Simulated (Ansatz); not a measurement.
# C2H7InOSi: a ladder of functionals and wavefunction methods

An exercise on one series of results from a longer session: the logs are not shown, and one member is left open.

Computed with Ansatz 0.2.0, Gaussian basis. Level: functionals in def2-TZVPP, the program's frozen cores in correlated methods.

Plan: PBE-D4, r2SCAN-D4, PBE0-D4, B3LYP-D4, ωB97X-V, ωB97M-V, B2PLYP; CCSD(T)/def2-TZVPP; MP2/def2-QZVPP; extrapolation to the limit.

### The relaxed structure

All runs share one geometry, relaxed beforehand with PBE0-D4 in a triple-zeta def2 set. In takes the def2 core potential; no spin-orbit term is included.

SMILES `O=C[SiH2][CH2][InH2]`, 12 atoms, charge 0, spin multiplicity 1.

Atoms are counted from 1 here; the program's logs count them from 0.

Bond lengths: O1–C2 1.205 Å, C2–Si3 1.929 Å, C2–H6 1.119 Å, Si3–C4 1.846 Å, Si3–H7 1.493 Å, Si3–H8 1.493 Å, C4–In5 2.162 Å, C4–H9 1.094 Å, C4–H10 1.094 Å, In5–H11 1.724 Å, In5–H12 1.724 Å. Angles: O1–C2–Si3 122.5°, O1–C2–H6 119.1°, Si3–C2–H6 118.4°, C2–Si3–C4 112.2°, C2–Si3–H7 106.1°, C2–Si3–H8 106.2°, C4–Si3–H7 112.6°, C4–Si3–H8 112.5°, H7–Si3–H8 106.8°, Si3–C4–In5 113.8°, Si3–C4–H9 108.7°, Si3–C4–H10 108.7°, In5–C4–H9 108.5°, In5–C4–H10 108.6°, H9–C4–H10 108.4°, C4–In5–H11 118.7°, C4–In5–H12 118.8°, H11–In5–H12 122.5°.

The first run:

Contents of in.yaml:

```yaml
crystal:
  periodic: [false, false, false]
  atoms:
    - {symbol: O, position_ang: [-1.558500, 2.528696, 0.601451]}
    - {symbol: C, position_ang: [-1.192863, 1.714603, 1.411393]}
    - {symbol: Si, position_ang: [-0.200918, 0.134901, 0.918393]}
    - {symbol: C, position_ang: [0.099772, 0.040422, -0.900288]}
    - {symbol: In, position_ang: [1.213919, -1.709111, -1.510534]}
    - {symbol: H, position_ang: [-1.434444, 1.875650, 2.491983]}
    - {symbol: H, position_ang: [1.065820, 0.177786, 1.706553]}
    - {symbol: H, position_ang: [-0.987671, -1.025914, 1.429478]}
    - {symbol: H, position_ang: [0.653758, 0.930844, -1.210350]}
    - {symbol: H, position_ang: [-0.864723, 0.036719, -1.415567]}
    - {symbol: H, position_ang: [2.935161, -1.621041, -1.556287]}
    - {symbol: H, position_ang: [0.347688, -3.138857, -1.932325]}
basis:
  gaussian: {orbitals: def2-TZVPP}
hamiltonian: {xc: pbe, dispersion: d4}
output: {forces: true, orbitals: {seedname: orbitals}}
```

Launch:

```console
$ ansatz run in.yaml --threads 2 --pin off --events-out ev --progress --plain --max-ram 22528MiB --backend cuda --devices 0, --max-vram 18GiB
```

Among the steps run: PBE-D4 (GGA); r2SCAN-D4 (meta-GGA); PBE0-D4 (hybrid); B3LYP-D4 (hybrid); ωB97X-V (range-separated); ωB97M-V (range-separated); B2PLYP (double hybrid); CCSD(T) in def2-TZVPP; MP2 in def2-QZVPP.

One of the session's tables, all rows but one given; the rest of the session is left out.

| method | atomisation energy (kcal/mol) |
| --- | --- |
| PBE-D4 | ? |
| r2SCAN-D4 | 946.7 |
| PBE0-D4 | 941.4 |
| B3LYP-D4 | 940.8 |
| ωB97X-V | 951.1 |
| ωB97M-V | 948.4 |
| B2PLYP | 930.7 |
| HF/def2-TZVPP | 679.0 |
| MP2/def2-TZVPP | 930.3 |
| CCSD/def2-TZVPP | 908.3 |
| CCSD(T)/def2-TZVPP | 923.1 |
| MP2/CBS | 954.0 |
| CCSD(T)/CBS | 946.8 |

Estimate the missing values for PBE-D4.

**Answer.** atomisation energy (kcal/mol): 957.0. In the column «atomisation energy (kcal/mol)» it is the highest.
